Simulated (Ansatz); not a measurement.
**CH₄BFOSi: basis-set convergence**

One table from this session's results is given with a row withheld; the runs are named, their logs left out.

Method: one geometry, several basis sets; program: Ansatz 0.2.0, Gaussian basis.

Levels to be run: PBE0-D4/def2-SVP; ωB97M-V/def2-SVP; PBE0-D4/def2-QZVPP; ωB97M-V/def2-QZVPP; the functionals' def2-TZVPP values are taken from earlier runs.

**The geometry**

The geometry comes from an earlier relaxation with PBE0-D4 in a triple-zeta def2 set; it is a stationary point, not always the lowest conformer.

9 atoms, charge 0, spin multiplicity 1.

Atoms are counted from 1 here; the program's logs count them from 0.

Bond lengths: F1–B3 1.330 Å, C2–B3 1.527 Å, C2–Si4 1.836 Å, C2–O5 1.479 Å, C2–H6 1.090 Å, B3–H7 1.199 Å, Si4–O5 1.650 Å, Si4–H8 1.476 Å, Si4–H9 1.476 Å. Angles: B3–C2–Si4 114.9°, B3–C2–O5 118.3°, B3–C2–H6 121.3°, Si4–C2–O5 58.5°, Si4–C2–H6 115.1°, O5–C2–H6 113.0°, F1–B3–C2 119.0°, F1–B3–H7 118.2°, C2–B3–H7 122.8°, C2–Si4–O5 49.8°, C2–Si4–H8 122.6°, C2–Si4–H9 119.5°, O5–Si4–H8 117.2°, O5–Si4–H9 117.6°, H8–Si4–H9 114.3°, C2–O5–Si4 71.6°.

Set-up of the first run:

in.yaml reads:

```yaml
crystal:
  periodic: [false, false, false]
  atoms:
    - {symbol: F, position_ang: [1.467212, 2.078609, 0.316763]}
    - {symbol: C, position_ang: [-0.208517, 0.463809, -0.490782]}
    - {symbol: B, position_ang: [1.226610, 0.854636, -0.143949]}
    - {symbol: Si, position_ang: [-0.855903, -0.993172, 0.420559]}
    - {symbol: O, position_ang: [-0.437643, -0.830702, -1.167330]}
    - {symbol: H, position_ang: [-0.954609, 1.216225, -0.748258]}
    - {symbol: H, position_ang: [2.142878, 0.084130, -0.209143]}
    - {symbol: H, position_ang: [0.002757, -1.850580, 1.260735]}
    - {symbol: H, position_ang: [-2.294385, -1.069254, 0.744305]}
basis:
  gaussian: {orbitals: def2-SVP}
hamiltonian: {xc: pbe0, dispersion: d4}
output: {orbitals: {seedname: orbitals}}
```

Steps of the session up to this table: PBE0-D4 in def2-SVP; ωB97M-V in def2-SVP; PBE0-D4 in def2-QZVPP; ωB97M-V in def2-QZVPP.

One of the session's tables, all rows but one given; the rest of the session is left out.

It belongs to the step «Density functionals: the series». 

| functional | basis | HOMO (eV) |
| --- | --- | --- |
| PBE0-D4 | def2-SVP | -7.82 |
| PBE0-D4 | def2-TZVPP | -7.87 |
| PBE0-D4 | def2-QZVPP | ? |
| ωB97M-V | def2-SVP | -9.99 |
| ωB97M-V | def2-TZVPP | -10.07 |
| ωB97M-V | def2-QZVPP | -10.09 |

Q: Estimate the row for PBE0-D4, def2-QZVPP from the others.

The run gave: HOMO (eV): -7.89. In the column «HOMO (eV)» it lies between ωB97M-V, def2-SVP (-9.99) and PBE0-D4, def2-TZVPP (-7.87).
